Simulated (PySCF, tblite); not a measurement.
**C6H12AlOP: geometry, infrared bands and NMR shifts**

What infrared bands and NMR shifts should C6H12AlOP (`C#C[P@OH3+]1([AlH3-])CCOCC1`) show?

Computed with tblite 0.8.0 and PySCF 2.14.0, with density-fitted response routines of our own, on a single molecule in the gas phase. Atoms count from 0, in the outputs and in this text.

### 1 The starting structure

21 atoms, charge 0, multiplicity 1; geometry from: force field or distance geometry start.

Bonds of the start (Å): C0–C1 1.21, C1–P2 1.78, P2–Al3 2.26, P2–C4 1.82, C4–C5 1.50, C5–O6 1.38, O6–C7 1.39, C7–C8 1.50, C8–P2 1.80, C0–H9 1.06, Al3–H10 1.59, Al3–H11 1.63, Al3–H12 1.60, C4–H13 1.12, C4–H14 1.12, C5–H15 1.12, C5–H16 1.11, C7–H17 1.12, C7–H18 1.10, C8–H19 1.11, C8–H20 1.14.

### 2 Geometry optimisation with GFN2-xTB

What the job is given:

```
{"job": {"kind": "relax", "xc": "GFN2-xTB", "basis": "xTB"}, "charge": 0, "multiplicity": 1}
C      1.608700     3.132300     0.262000
C      1.156200     2.023400     0.093900
P      0.529400     0.367600    -0.126300
Al     2.292800    -0.923600    -0.700900
C     -0.107300    -0.256200     1.459500
C     -1.319700    -1.107500     1.252400
O     -1.534800    -1.523100    -0.050400
C     -1.995800    -0.493900    -0.862900
C     -0.819400     0.330700    -1.311000
H      1.971800     4.116300     0.416400
H      2.441900    -1.132900    -2.269100
H      2.218100    -2.406900    -0.038700
H      3.600100    -0.242800    -0.076300
H      0.721600    -0.794100     1.990900
H     -0.300000     0.660100     2.073900
H     -2.204900    -0.528100     1.622000
H     -1.264000    -1.981600     1.935100
H     -2.682300     0.140700    -0.245000
H     -2.627100    -0.835900    -1.694400
H     -0.491200     0.074300    -2.342200
H     -1.203100     1.398100    -1.389300
```

On the command line:

```sh
$ OMP_NUM_THREADS=1 python probes_run.py task.json out
```

This one command runs all jobs of the session in turn.

**Question.** This job is followed by: GFN2-xTB harmonic vibrations, gas phase; GIAO PBE0/pcSseg-1 NMR shielding, non-relativistic, gas phase. What will the session give for the following? strongest single infrared mode (GFN2-xTB); zero-point energy (GFN2-xTB); ¹³C shifts against TMS (PBE0/pcSseg-1); ¹H shifts against TMS (PBE0/pcSseg-1); ³¹P shifts against H3PO4 (PBE0/pcSseg-1); ²⁷Al shifts against AlH4- (PBE0/pcSseg-1); ¹⁷O shifts against H2O (PBE0/pcSseg-1).

As calculated:

| quantity | value |
| --- | --- |
| strongest single infrared mode (GFN2-xTB) | 794 cm⁻¹, 643 km/mol |
| zero-point energy (GFN2-xTB) | 96.8 kcal/mol |
| ¹³C shifts against TMS (PBE0/pcSseg-1) | 104.1, 87.1, 68.4, 68.1, 32.6, 32.0 ppm |
| ¹H shifts against TMS (PBE0/pcSseg-1) | 4.81, 4.81, 4.64, 4.55, 4.42, 3.88, 3.86, 2.66, 2.62, 2.50, 2.18, 2.18 ppm |
| ³¹P shifts against H3PO4 (PBE0/pcSseg-1) | -115.8 ppm |
| ²⁷Al shifts against AlH4- (PBE0/pcSseg-1) | 84.8 ppm |
| ¹⁷O shifts against H2O (PBE0/pcSseg-1) | 41.4 ppm |

What this shows: The optimisation took 206 steps and gained 1.943 eV; among the close pairs (by a distance rule), Al3–O6 changed most, from 3.928 to 1.935 Å. No mode is imaginary among the 57: a minimum at this level. The strongest single mode, at 794 cm⁻¹, moves mainly H10 and H11. Unscaled tight-binding wavenumbers are off by several per cent, some by more. Its intensities can rank the bands wrongly. The structure rearranged or came apart on optimisation; the results belong to the end geometry, not to the formula as drawn. Shifts at one fixed geometry are not the observed spectrum, which averages over the motion. At PBE0/pcSseg-1: Shielding is most anisotropic at C1 (span 309 ppm, paramagnetic term -168 ppm).
